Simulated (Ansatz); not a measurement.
# CH7BFNSn: one species, many methods

One table from this session's results is given with a row withheld; the runs are named, their logs left out.

Method: functionals in def2-TZVPP, the program's frozen cores in correlated methods; program: Ansatz 0.2.0, Gaussian basis.

Plan: LDA (SPW92), PBE-D4, revPBE-D4, BLYP-D4, r2SCAN-D4, B97M-V, PBE0-D4, B3LYP-D4, r2SCANh-D4, r2SCAN0-D4, HSE06-D4, BHLYP-D4, CAM-B3LYP-D4, LC-ωPBE, ωB97X-V, ωB97M-V, B2PLYP, PBE-QIDH; CCSD(T)/def2-SVP; CCSD(T)/def2-TZVPP; MP2/def2-QZVPP; extrapolation to the limit; RPA on PBE.

### The geometry

The geometry comes from an earlier relaxation with PBE0-D4 in a triple-zeta def2 set; it is a stationary point, not always the lowest conformer. Sn takes the def2 core potential; no spin-orbit term is included.

SMILES `FBN[CH2][SnH3]`, 12 atoms, charge 0, spin multiplicity 1.

Atoms are counted from 1 here; the program's logs count them from 0.

Bond lengths: F1–B2 1.340 Å, B2–N3 1.391 Å, B2–H6 1.196 Å, N3–C4 1.446 Å, N3–H7 1.007 Å, C4–Sn5 2.170 Å, C4–H8 1.093 Å, C4–H9 1.090 Å, Sn5–H10 1.709 Å, Sn5–H11 1.711 Å, Sn5–H12 1.706 Å. Angles: F1–B2–N3 119.4°, F1–B2–H6 119.3°, N3–B2–H6 121.3°, B2–N3–C4 126.5°, B2–N3–H7 118.0°, C4–N3–H7 115.4°, N3–C4–Sn5 112.5°, N3–C4–H8 111.1°, N3–C4–H9 108.9°, Sn5–C4–H8 108.9°, Sn5–C4–H9 107.9°, H8–C4–H9 107.4°, C4–Sn5–H10 111.2°, C4–Sn5–H11 107.7°, C4–Sn5–H12 109.2°, H10–Sn5–H11 109.4°, H10–Sn5–H12 110.1°, H11–Sn5–H12 109.1°.

Geometry (Å):

```
F    -2.26851    0.64218    1.27424
B    -1.01930    0.86913    1.70145
N     0.03060    0.83545    0.78964
C    -0.06681    0.55663   -0.62589
Sn    0.80948   -1.35642   -1.15606
H    -0.82953    1.09631    2.86019
H     0.96279    0.99160    1.13634
H     0.41216    1.34198   -1.21580
H    -1.11875    0.53249   -0.90899
H     0.84961   -1.57034   -2.85144
H     2.40688   -1.38528   -0.54229
H    -0.09174   -2.60872   -0.42740
```

The first run:

Contents of in.yaml:

```yaml
crystal:
  periodic: [false, false, false]
  atoms:
    - {symbol: F, position_ang: [-2.268510, 0.642176, 1.274240]}
    - {symbol: B, position_ang: [-1.019302, 0.869125, 1.701454]}
    - {symbol: N, position_ang: [0.030604, 0.835452, 0.789640]}
    - {symbol: C, position_ang: [-0.066810, 0.556625, -0.625888]}
    - {symbol: Sn, position_ang: [0.809481, -1.356422, -1.156055]}
    - {symbol: H, position_ang: [-0.829526, 1.096313, 2.860194]}
    - {symbol: H, position_ang: [0.962794, 0.991596, 1.136337]}
    - {symbol: H, position_ang: [0.412161, 1.341985, -1.215801]}
    - {symbol: H, position_ang: [-1.118749, 0.532488, -0.908994]}
    - {symbol: H, position_ang: [0.849612, -1.570339, -2.851438]}
    - {symbol: H, position_ang: [2.406881, -1.385279, -0.542290]}
    - {symbol: H, position_ang: [-0.091736, -2.608719, -0.427398]}
basis:
  gaussian: {orbitals: def2-TZVPP}
hamiltonian: {xc: lda}
output: {orbitals: {seedname: orbitals}}
```

Among the steps run: LDA; PBE-D4 (GGA); revPBE-D4 (GGA); BLYP-D4 (GGA); r2SCAN-D4 (meta-GGA); B97M-V (meta-GGA); PBE0-D4 (hybrid); B3LYP-D4 (hybrid); r2SCANh-D4 (hybrid); r2SCAN0-D4 (hybrid); HSE06-D4 (hybrid); BHLYP-D4 (hybrid); CAM-B3LYP-D4 (range-separated); LC-ωPBE (range-separated); ωB97X-V (range-separated); ωB97M-V (range-separated); B2PLYP (double hybrid); PBE-QIDH (double hybrid).

One table of the session follows, with a row left open; its other results are not shown here.

It belongs to the step «Frontier levels by functional». 

```
  functional  HOMO (eV)  gap (eV)
 LDA (SPW92)      -6.14      5.17
      PBE-D4      -5.97      5.21
   revPBE-D4      -5.90      5.24
     BLYP-D4      -5.84      5.15
   r2SCAN-D4          ?         ?
      B97M-V      -6.25      5.62
     PBE0-D4      -7.12      7.13
    B3LYP-D4      -6.92      6.68
  r2SCANh-D4      -6.60      6.52
  r2SCAN0-D4      -7.26      7.55
    HSE06-D4      -6.72      6.38
    BHLYP-D4      -8.18      8.84
CAM-B3LYP-D4      -8.42      9.23
     LC-ωPBE      -9.72     11.62
     ωB97X-V      -9.38     11.13
     ωB97M-V      -9.28     10.64
```

Estimate the missing values for r2SCAN-D4.

Worked estimate for «HOMO (eV)». Against the share of exact exchange, r2SCANh-D4 (0.1, -6.60), r2SCAN0-D4 (0.25, -7.26) give a slope of -4.40 per unit share; at 0 the line stands at -6.16.

**Answer.** HOMO (eV): -6.16; gap (eV): 5.82. In «HOMO (eV)» the line misses by 0.00.
